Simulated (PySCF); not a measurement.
# [Eu(NH3)]3+: other functionals and bases at one geometry

An exercise on one series of results from a longer session: the logs are not shown, and one member is left open.

Program: PySCF 2.14.0. Level of theory: several levels, as the steps say, no spin–orbit coupling. These are calculated values, not measurements.

4 further runs of the same task are left out: 2 for a known fault of the program, 1 that didn't finish, 1 set aside as unsound or not needed.

## The starting structure

5 atoms, charge 3, spin multiplicity 1.

Bond lengths: Eu1–N2 2.379 Å, N2–H3 1.054 Å, N2–H4 1.054 Å, N2–H5 1.054 Å. Angles: Eu1–N2–H3 115.7°, Eu1–N2–H4 115.7°, Eu1–N2–H5 115.7°, H3–N2–H4 102.6°, H3–N2–H5 102.6°, H4–N2–H5 102.6°.

As a file:

```xyz
5

Eu    0.00000    0.00000   -0.16461
N     0.00000    0.00000    2.21457
H     0.94986    0.00004    2.67125
H    -0.47496    0.82258    2.67125
H    -0.47490   -0.82262    2.67125
```

Formal oxidation states: Eu +3. Each metal's 6 4f electrons lie in its core potential, so multiplicities, spins and levels count the valence alone. An earlier session relaxed this geometry at TPSS, Eu lcecp-1-SVP with ECP52, N def2-SVP, H def2-SVP (singlet, point group C3v).

At TPSS on the finer grid: E = -90.537641 Eh, HOMO -26.09 eV, LUMO -21.04 eV, Mulliken charge on Eu1 +2.46 e, largest force component 0.005 eV/Å. 

Levels to run: r2SCAN; BLYP; PBE0; HF; TPSS, TZVP. Hardware: 2 threads of Arm Neoverse V2, shared host.

The first run:

Contents of run.py (the lines that set the calculation):

```python
mol = gto.M(atom='''
Eu     0.00000     0.00000    -0.16461
N      0.00000     0.00000     2.21457
H      0.94986     0.00004     2.67125
H     -0.47496     0.82258     2.67125
H     -0.47490    -0.82262     2.67125''',
    basis={'Eu': 'lcecp-1-SVP', 'N': 'def2-SVP', 'H': 'def2-SVP'},
    ecp={'Eu': 'lcecp-1-SVP'},
    charge=3, spin=0)
mf = dft.RKS(mol, xc='R2SCAN')
mf.grids.atom_grid = (75, 302)  # f atoms: unpruned, at least (60, 302)
mf = mf.density_fit()  # fitting sets: Eu AutoAux, N def2-universal-JKFIT, H def2-universal-JKFIT
mf.conv_tol = 1e-08; mf.max_cycle = 55
mf.kernel(dm0)  # dm0: the density of the relaxed state
```

The run is started by

```sh
$ OMP_NUM_THREADS=2 python run.py
```

Among the steps run: r2SCAN; BLYP; PBE0; HF; TPSS, TZVP.

One of the session's tables, all rows but one given; the rest of the session is left out.

```
              level  HOMO (eV)  gap (eV)  charge on Eu1 (e)  dipole (D)  largest force component (eV/Å)
TPSS (relaxed here)     -26.09      5.06               2.46        3.84                            0.01
             r2SCAN     -26.25      5.71               2.49        3.71                            0.22
               BLYP     -25.90      4.60               2.43        4.00                            0.17
               PBE0          ?         ?                  ?           ?                               ?
                 HF     -30.73     14.40               2.61        2.81                            1.24
         TPSS, TZVP     -26.01      5.00               2.55        3.90                            0.36
```

**Question.** Estimate the row for PBE0.

**Answer.** HOMO (eV): -27.43; gap (eV): 7.21; charge on Eu1 (e): 2.49; dipole (D): 3.66; largest force component (eV/Å): 0.26. In the column «HOMO (eV)» it lies between HF (-30.73) and r2SCAN (-26.25).

The dipole of a charged species depends on the origin, so these sizes hold for this origin alone.

In one basis the HOMO–LUMO gap runs from 4.60 eV (BLYP) to 14.40 eV (HF). The largest leftover force, 1.24 eV/Å with HF, stands at a geometry relaxed at another level. With 4f in the core, its levels are missing from HOMO and gap, and its count is fixed, so no charge can pass from the ligands into it. Total energies of different levels can't be compared.
